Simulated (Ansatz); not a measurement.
# FH₇N₂Si₂: basis-set convergence

Aim: see how fast density functionals converge with the basis set for FH₇N₂Si₂.

Computed with Ansatz 0.2.0, Gaussian basis. Level: one geometry, several basis sets.

Plan: PBE0-D4/def2-SVP; ωB97M-V/def2-SVP; PBE0-D4/def2-QZVPP; ωB97M-V/def2-QZVPP; the functionals' def2-TZVPP values are taken from earlier runs.

## Step 1: The geometry

All runs share one geometry, relaxed beforehand with PBE0-D4 in a triple-zeta def2 set.

12 atoms, charge 0, spin multiplicity 1.

Atoms are counted from 1 here; the program's logs count them from 0.

Bond lengths: N1–Si2 1.706 Å, N1–H6 1.006 Å, N1–H7 1.007 Å, Si2–N3 1.697 Å, Si2–F4 1.609 Å, Si2–Si5 2.345 Å, N3–H8 1.008 Å, N3–H9 1.006 Å, Si5–H10 1.490 Å, Si5–H11 1.488 Å, Si5–H12 1.491 Å. Angles: Si2–N1–H6 120.8°, Si2–N1–H7 120.4°, H6–N1–H7 112.0°, N1–Si2–N3 106.8°, N1–Si2–F4 103.3°, N1–Si2–Si5 118.2°, N3–Si2–F4 115.7°, N3–Si2–Si5 107.8°, F4–Si2–Si5 105.4°, Si2–N3–H8 121.1°, Si2–N3–H9 121.9°, H8–N3–H9 112.3°, Si2–Si5–H10 110.2°, Si2–Si5–H11 110.6°, Si2–Si5–H12 111.8°, H10–Si5–H11 108.1°, H10–Si5–H12 107.8°, H11–Si5–H12 108.2°.

Coordinates:

```xyz
12
charge 0, multiplicity 1
N    -1.7518    0.7306    0.1090
Si   -0.4444   -0.3646    0.1303
N     0.0940   -0.4536    1.7371
F    -1.0836   -1.7149   -0.4669
Si    1.4134    0.0983   -1.2237
H    -1.6548    1.6558    0.4927
H    -2.4309    0.6991   -0.6332
H    -0.5587   -0.5152    2.5028
H     0.9976   -0.8264    1.9754
H     1.8860    1.4912   -0.9881
H     1.0593   -0.0331   -2.6634
H     2.5507   -0.8224   -0.9379
```

## Step 2: PBE0-D4 in def2-SVP

File in.yaml:

```yaml
crystal:
  periodic: [false, false, false]
  atoms:
    - {symbol: N, position_ang: [-1.751764, 0.730632, 0.109001]}
    - {symbol: Si, position_ang: [-0.444445, -0.364611, 0.130263]}
    - {symbol: N, position_ang: [0.094041, -0.453628, 1.737102]}
    - {symbol: F, position_ang: [-1.083569, -1.714934, -0.466855]}
    - {symbol: Si, position_ang: [1.413361, 0.098300, -1.223695]}
    - {symbol: H, position_ang: [-1.654825, 1.655753, 0.492737]}
    - {symbol: H, position_ang: [-2.430915, 0.699089, -0.633206]}
    - {symbol: H, position_ang: [-0.558661, -0.515214, 2.502753]}
    - {symbol: H, position_ang: [0.997644, -0.826363, 1.975377]}
    - {symbol: H, position_ang: [1.885976, 1.491227, -0.988103]}
    - {symbol: H, position_ang: [1.059263, -0.033086, -2.663447]}
    - {symbol: H, position_ang: [2.550693, -0.822368, -0.937927]}
basis:
  gaussian: {orbitals: def2-SVP}
hamiltonian: {xc: pbe0, dispersion: d4}
output: {orbitals: {seedname: orbitals}}
```

Run with:

```console
> ansatz run in.yaml --threads 4 --pin off --events-out ev --progress --plain --max-ram 10444MiB
```

After this run come: ωB97M-V in def2-SVP; PBE0-D4 in def2-QZVPP; ωB97M-V in def2-QZVPP.

Q: Predict the results of all the runs planned. Wanted: PBE0-D4: double and triple zeta above quadruple; ωB97M-V: double and triple zeta above quadruple.

As calculated:

| quantity | value |
| --- | --- |
| PBE0-D4: double and triple zeta above quadruple | 13.95, 0.90 eV |
| ωB97M-V: double and triple zeta above quadruple | 14.13, 0.84 eV |

**Reading.** PBE0-D4 gains 13.05 eV from double to triple zeta, then 0.90 eV more. Total energies overstate the basis error of differences, where much of it tends to cancel. The LUMO of ωB97M-V is positive and keeps falling with the basis (2.60 to 1.46 eV): an unbound level that the basis holds in place.
